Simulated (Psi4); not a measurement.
# UHF/STO-3G run of SiNH2F2 (SMILES [NH][SiH](F)F)

Aim: the energy change on altering one bond length of SiNH2F2 at UHF/STO-3G, from 2 runs. 

The results are computed with Psi4 1.11.

1 further run of the same task is left out (set aside as unsound or not needed).

**1. The system as given**

SiNH2F2: 6 atoms, total charge 0, spin state doublet. As SMILES, `[NH][SiH](F)F`. Geometry: relaxed at PBE0-D4/def2-TZVP. This is one conformer, not always the lowest.

Bond lengths: N1–Si2 1.727 Å, Si2–F3 1.580 Å, Si2–F4 1.587 Å, N1–H5 1.021 Å, Si2–H6 1.473 Å. Angles: N1–Si2–F3 107.9°, N1–Si2–F4 114.0°, F3–Si2–F4 106.4°, N1–Si2–H6 109.2°, F3–Si2–H6 109.9°, F4–Si2–H6 109.3°, Si2–N1–H5 116.5°.

**2. Energy and forces at UHF/STO-3G**

Input file f2h2nsi.py:

```python
import psi4

psi4.set_memory('2200 MB')
psi4.set_num_threads(1)
psi4.set_output_file('output.dat', False)

geom = psi4.geometry("""
0 2
N     -0.025400     1.001700    -0.903700
Si     0.188000    -0.244900     0.273000
F      1.578700    -0.941400    -0.004700
F     -0.908600    -1.390200     0.207400
H     -0.977800     1.156700    -1.236500
H      0.187200     0.354100     1.618300
symmetry c1
no_reorient
no_com
""")

psi4.set_options({
    'basis': 'STO-3G',
    'reference': 'uhf',
    'puream': True,
    'e_convergence': 1e-09,
    'd_convergence': 1e-08,
    'scf_type': 'pk',
    'maxiter': 100,
})

E, wfn = psi4.gradient('hf', return_wfn=True)
psi4.oeprop(wfn, 'WIBERG_LOWDIN_INDICES', 'DIPOLE', 'LOWDIN_CHARGES')
print('gradient / Eh bohr^-1')
print(E.np.round(6))
print(f'energy = {wfn.energy():.10f} Eh')
```

The run is started by

```
python f2h2nsi.py
```

output.dat:

```text
[...]
  Running in c1 symmetry.
[...]
  Nuclear repulsion =  175.745953143268281
[...]
  Multiplicity = 2
[...]
  Nalpha       = 21
  Nbeta        = 20
[...]
    Number of basis functions: 26
[...]
   @UHF iter   1:  -536.47322634756483   -2.17932e+00   1.31324e-02 DIIS/ADIIS
[...]
   @UHF iter  16:  -536.59131692928509   -1.13687e-13   3.81916e-09 DIIS
[...]
   @S^2 Observed:                7.577111817E-01
[...]
    Orbital Energies [Eh]
    ---------------------
    Alpha Occupied:
       1A    -68.091285     2A    -25.844919     3A    -25.844217
       4A    -15.279494     5A     -6.068376     6A     -4.095259
       7A     -4.094208     8A     -4.093131     9A     -1.474828
      10A     -1.447986    11A     -1.105166    12A     -0.676020
      13A     -0.568295    14A     -0.550616    15A     -0.514321
      16A     -0.461775    17A     -0.451741    18A     -0.443136
      19A     -0.432520    20A     -0.398944    21A     -0.365486
    Alpha Virtual:
      22A      0.454366    23A      0.514954    24A      0.547507
      25A      0.577459    26A      0.715656
[...]
  @UHF Final Energy:  -536.59131692928509
   => Energetics <=
    Nuclear Repulsion Energy =            175.7459531432682809
    One-Electron Energy =               -1100.7677754631222342
    Two-Electron Energy =                 388.4305053905688396
    Total Energy =                       -536.5913169292850853
  UHF NO Occupations:
  HONO-2 :   19  A 1.9986851
  HONO-1 :   20  A 1.9977292
[...]
  -Total Gradient:
     Atom            X                  Y                   Z
    ------   -----------------  -----------------  -----------------
       1       -0.025384875842    -0.020632545074     0.014267739656
       2        0.004088424834    -0.008208121996    -0.050105671543
       3       -0.016155583162     0.008713831078     0.004486781013
       4        0.010668738861     0.009378837665     0.003109975862
       5        0.026153189667     0.001549759101     0.004064964313
       6        0.000630105641     0.009198239228     0.024176210698
[...]
 Multipole Moments:
 ------------------------------------------------------------------------------------
     Multipole            Electronic (a.u.)      Nuclear  (a.u.)        Total (a.u.)
 ------------------------------------------------------------------------------------
 L = 1.  Multiply by 2.5417464519 to convert [e a0] to [Debye]
 Dipole X            :        -15.1052533           14.5404977           -0.5647556
 Dipole Y            :         30.1648834          -30.0283151            0.1365684
 Dipole Z            :          0.8188634           -0.5627604            0.2561030
 Magnitude           :                                                    0.6349713
[...]
```

On the terminal:

```text
gradient / Eh bohr^-1
[[-0.025385 -0.020633  0.014268]
 [ 0.004088 -0.008208 -0.050106]
 [-0.016156  0.008714  0.004487]
 [ 0.010669  0.009379  0.00311 ]
 [ 0.026153  0.00155   0.004065]
 [ 0.00063   0.009198  0.024176]]
energy = -536.5913169293 Eh
```

Wall time 2.3 s (1 thread of AMD EPYC 7R43 (Zen 3), shared host); peak memory 0.18 GiB.

**3. The distorted shape: the energy at UHF/STO-3G**

Input file job.json:

```json
{
  "schema_name": "qcschema_input",
  "schema_version": 1,
  "molecule": {
    "schema_name": "qcschema_molecule",
    "schema_version": 2,
    "symbols": ["N", "Si", "F", "F", "H", "H"],
    "geometry": [-0.83633042, 2.28775536, -1.55032942, -0.43306287, -0.06797723, 0.67331131, 2.98331063, -1.77898817, -0.00888171, -2.50533654, -2.23228056, 0.54934527, -2.63610558, 2.58066291, -2.17923028, -0.43457465, 1.06396872, 3.21555986],
    "molecular_charge": 0,
    "molecular_multiplicity": 2,
    "fix_symmetry": "c1"
  },
  "driver": "energy",
  "model": {
    "method": "scf",
    "basis": "STO-3G"
  },
  "keywords": {
    "reference": "uhf",
    "puream": true,
    "e_convergence": 1e-09,
    "d_convergence": 1e-08,
    "scf_type": "pk",
    "maxiter": 100
  }
}
```

The run is started by

```
psi4 --qcschema job.json -n 1 --memory 2200MB
```

stdout:

```text
[...]
  Running in c1 symmetry.
[...]
  Nuclear repulsion =  161.757783652763010
[...]
  Multiplicity = 2
[...]
  Nalpha       = 21
  Nbeta        = 20
[...]
    Number of basis functions: 26
[...]
   @UHF iter   1:  -536.30160547849550   -2.35704e+00   1.47655e-02 DIIS/ADIIS
[...]
   @UHF iter  21:  -536.50312416497115    1.36424e-12   9.79000e-09 DIIS
[...]
   @S^2 Observed:                7.624577592E-01
[...]
    Orbital Energies [Eh]
    ---------------------
    Alpha Occupied:
       1A    -68.075488     2A    -25.865695     3A    -25.810110
       4A    -15.291377     5A     -6.055313     6A     -4.081269
       7A     -4.080371     8A     -4.079450     9A     -1.474262
      10A     -1.351085    11A     -1.111228    12A     -0.675204
      13A     -0.557269    14A     -0.532874    15A     -0.500566
      16A     -0.460367    17A     -0.431964    18A     -0.404042
      19A     -0.399818    20A     -0.375703    21A     -0.328990
    Alpha Virtual:
      22A      0.294470    23A      0.474422    24A      0.508275
      25A      0.544484    26A      0.699904
[...]
  @UHF Final Energy:  -536.50312416497115
   => Energetics <=
    Nuclear Repulsion Energy =            161.7577836527630097
    One-Electron Energy =               -1073.3116443608068948
    Two-Electron Energy =                 375.0507365430726736
    Total Energy =                       -536.5031241649712683
  UHF NO Occupations:
  HONO-2 :   19  A 1.9983721
  HONO-1 :   20  A 1.9967451
[...]
 Multipole Moments:
 ------------------------------------------------------------------------------------
     Multipole            Electronic (a.u.)      Nuclear  (a.u.)        Total (a.u.)
 ------------------------------------------------------------------------------------
 L = 1.  Multiply by 2.5417464519 to convert [e a0] to [Debye]
 Dipole X            :          0.9936229           -1.7648215           -0.7711986
 Dipole Y            :         -3.5861396            3.8081377            0.2219981
 Dipole Z            :          0.0392720            0.2540723            0.2933443
 Magnitude           :                                                    0.8544479
[...]
```

The result, in JSON:

```text
{
 "driver": "energy",
 "model": {
  "method": "scf",
  "basis": "STO-3G"
 },
 "success": true,
 "return_result": -536.5031241649712,
 "properties": {
  "calcinfo_nbasis": 26,
  "calcinfo_nmo": 26,
  "calcinfo_nalpha": 21,
  "calcinfo_nbeta": 20,
  "calcinfo_natom": 6,
  "nuclear_repulsion_energy": 161.757783652763,
  "return_energy": -536.5031241649712,
  "scf_one_electron_energy": -1073.311644360807,
  "scf_two_electron_energy": 375.0507365430727,
  "scf_dipole_moment": [-0.7711986029153395, 0.2219980949007474, 0.2933442594353788],
  "scf_total_energy": -536.5031241649712,
  "scf_iterations": 21
 }
}
```

Wall time 2.3 s (1 thread of AMD EPYC 7R43 (Zen 3), shared host); peak memory 0.17 GiB.

**4. What came out**

At UHF/STO-3G:

```
                                                          quantity          value
                                         first shape: total energy  -536.59132 Eh
                                        first shape: dipole moment         1.61 D
                   first shape: HOMO energy (highest over α and β)       -8.71 eV
                    first shape: LUMO energy (lowest over α and β)        7.78 eV
                                                 first shape: ⟨S²⟩          0.758
                             first shape: largest force on an atom     2.619 eV/Å
                                     distorted shape: total energy  -536.50312 Eh
                                    distorted shape: dipole moment         2.17 D
               distorted shape: HOMO energy (highest over α and β)       -8.94 eV
                distorted shape: LUMO energy (lowest over α and β)        6.77 eV
                                             distorted shape: ⟨S²⟩          0.762
energy change with the Si2–F3 bond stretched from 1.580 to 2.054 Å       2.400 eV
```

**Reading.** With the Si2–F3 bond stretched from 1.580 to 2.054 Å the energy rises by 2.40 eV (55 kcal/mol). The first shape isn't relaxed at this level, so the change isn't measured from a minimum. The minimal basis adds a large error of its own. The largest force (first shape) is 2.62 eV/Å: the shape isn't a stationary point for this species at this level.
